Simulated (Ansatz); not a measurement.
# DyZr2Se: the cost of one run

Program: Ansatz 0.2.0. Level of theory: DFT PBE, scalar-relativistic, plane waves, PAW; 4f electrons in the core of a trivalent norm-conserving potential. These are calculated values, not measurements.

## Step 1: The starting structure

The structure is tetragonal, space group P4/mmm (No. 123). Conventional cell: a = 4.279 Å, b = 4.279 Å, c = 4.552 Å, α = 90.00°, β = 90.00°, γ = 90.00°. Dy (site symmetry 4/mmm) is surrounded by 4 Se at 3.03 Å and 8 Zr at 3.12 Å. Zr (site symmetry mmm) has 4 Zr at 3.03 Å and 4 Dy at 3.12 Å and 4 Se at 3.12 Å as nearest neighbours. Se (site symmetry 4/mmm) has 4 Dy at 3.03 Å and 8 Zr at 3.12 Å as nearest neighbours.

Coordinates:

```xyz
4
Lattice="4.2793 0.0000 0.0000 0.0000 4.2793 0.0000 0.0000 0.0000 4.5517" Properties=species:S:1:pos:R:3 pbc="T T T"
Dy    0.0000    0.0000    0.0000
Zr    2.1397    0.0000    2.2758
Zr    0.0000    2.1397    2.2758
Se    2.1397    2.1397    0.0000
```

A structure generator made this guess: species swapped into a database cell of ErIn2Sn (P4/mmm, No. 123), with Dy on the Er sites, Zr on the In sites and Se on the Sn sites. Its size is a rough estimate.

## Step 2: Probe: one point on a coarse mesh

Input file input.yaml:

```yaml
crystal:
  lattice:
    - [4.27933168, 0.0, 0.0]
    - [0.0, 4.27933168, 0.0]
    - [0.0, 0.0, 4.55166409]
  atoms:
    - { symbol: Dy, position: [0.0, 0.0, 0.0] }
    - { symbol: Zr, position: [0.5, 0.0, 0.5] }
    - { symbol: Zr, position: [0.0, 0.5, 0.5] }
    - { symbol: Se, position: [0.5, 0.5, 0.0] }
basis:
  ecutwfc: 630
kpoints:
  mp_grid: { grid: [4, 4, 4] }
hamiltonian:
  xc: pbe
  pseudopotentials:
    kind: paw
    azcp: { Dy: "pseudopotentials/pbe/nc/lanthanide_3plus/Dy.nc.azcp" }
scf:
  occupations: { method: gaussian, width: 0.1 }
  lower_state_search: "off"
output:
  forces: true
  stress: true
  eigenvalues: true
```

Run with:

```console
$ ansatz run input.yaml --threads 1 --pin off --max-ram 2560MiB --backend cpu --events-out ev --progress --plain --runs-dir out
```

**Question.** How long does this run take on 1 thread of Intel Xeon Platinum 8259CL at 2.50GHz (Skylake/Cascade Lake), shared host, and how much memory does it need?

About 8.3 s, with a peak of 0.45 GiB.
